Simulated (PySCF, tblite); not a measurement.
**C4H10O3SSi2: geometry, infrared bands and NMR shifts**

Aim: predict the infrared bands and NMR shifts of C4H10O3SSi2 (`CC(=O)[C@@H]1C[Si@H]1S[SiH](O)O`).

The runs use tblite 0.8.0 and PySCF 2.14.0, with density-fitted response routines of our own; the level of theory stands in each step. All values are computed, except where a source is named. Atoms count from 0, in the outputs and in this text.

### Step 1. The starting structure

20 atoms, charge 0, multiplicity 1; geometry from: force field or distance geometry start.

Bonds of the start (Å): C0–C1 1.50, C1–O2 1.22, C1–C3 1.49, C3–C4 1.50, C4–Si5 2.25, Si5–S6 2.15, S6–Si7 2.12, Si7–O8 1.65, Si7–O9 1.64, Si5–C3 1.78, C0–H10 1.10, C0–H11 1.10, C0–H12 1.10, C3–H13 1.08, C4–H14 1.08, C4–H15 1.08, Si5–H16 1.49, Si7–H17 1.47, O8–H18 0.96, O9–H19 0.98.

### Step 2. Relaxing the molecule with GFN2-xTB

What the job is given:

```
{"job": {"kind": "relax", "xc": "GFN2-xTB", "basis": "xTB"}, "charge": 0, "multiplicity": 1}
C     -3.612400     0.083500     0.312600
C     -2.363800     0.622100    -0.317300
O     -2.208500     1.792000    -0.614300
C     -1.266800    -0.353400    -0.588800
C     -1.153100    -1.604000     0.227600
Si     0.310700     0.098700     0.106300
S      1.975300    -0.967700    -0.734500
Si     3.324200     0.639600    -0.451500
O      4.795600     0.046100    -0.907500
O      2.898700     1.834400    -1.498000
H     -3.957000    -0.809400    -0.221800
H     -4.411200     0.839900     0.242800
H     -3.452600    -0.142100     1.377500
H     -1.206300    -0.529800    -1.656500
H     -1.310400    -1.578000     1.295200
H     -0.528700    -2.411400    -0.123100
H      0.480900     0.270200     1.575600
H      3.342800     1.109900     0.937500
H      4.793300    -0.900500    -1.088600
H      3.544200     1.970600    -2.216500
```

On the command line:

```
OMP_NUM_THREADS=1 python probes_run.py task.json out
```

This one command runs all jobs of the session in turn.

**Question.** This job is followed by: GFN2-xTB harmonic vibrations, gas phase; GIAO PBE0/pcSseg-1 NMR shielding, non-relativistic, gas phase. Predict these results of the whole session: strongest single infrared mode (GFN2-xTB); zero-point energy (GFN2-xTB); 13C shifts against TMS (PBE0/pcSseg-1); 1H shifts against TMS (PBE0/pcSseg-1, means over atoms taken as alike); 17O shifts against H2O (PBE0/pcSseg-1); 29Si shifts against TMS (PBE0/pcSseg-1); 33S shifts against CS2 (PBE0/pcSseg-1); surface potential, 1st and 99th percentile.

The runs gave:

| quantity | value |
| --- | --- |
| strongest single infrared mode (GFN2-xTB) | 2420 cm⁻¹, 810 km/mol |
| zero-point energy (GFN2-xTB) | 85.6 kcal/mol |
| 13C shifts against TMS (PBE0/pcSseg-1) | 213.6, 38.0, 27.4, 16.2 ppm |
| 1H shifts against TMS (PBE0/pcSseg-1, means over atoms taken as alike) | 11.75, 5.41, 4.02, 2.95, 1.97, 1.95, 1.78, 1.39 ppm |
| 17O shifts against H2O (PBE0/pcSseg-1) | 524.3, 90.6, 81.3 ppm |
| 29Si shifts against TMS (PBE0/pcSseg-1) | -39.4, -82.3 ppm |
| 33S shifts against CS2 (PBE0/pcSseg-1) | -215 ppm |
| surface potential, 1st and 99th percentile | -1.56 V and 2.17 V |

Over 256 steps the energy fell by 1.974 eV; of the close pairs, C4–Si5 changed most, 2.249 to 1.882 Å. All 54 modes are real, so the xTB geometry is a minimum. The strongest single mode, at 2420 cm⁻¹, moves mainly H17. Unscaled tight-binding wavenumbers are off by several per cent, some by more. Its intensities can rank the bands wrongly. The most deshielded carbon is C1 (ketone carbonyl carbon), at 213.6 ppm: the double bond to the heteroatom, with no lone-pair donor beside it, deshields it most. At PBE0/pcSseg-1: Shielding is most anisotropic at O2 (span 870 ppm, paramagnetic term -593 ppm). By nearest atom (PBE0/pcSseg-1), the HOMO sits on C3 20 %; Si5 17 % and the LUMO on Si5 28 %; C1 20 %.
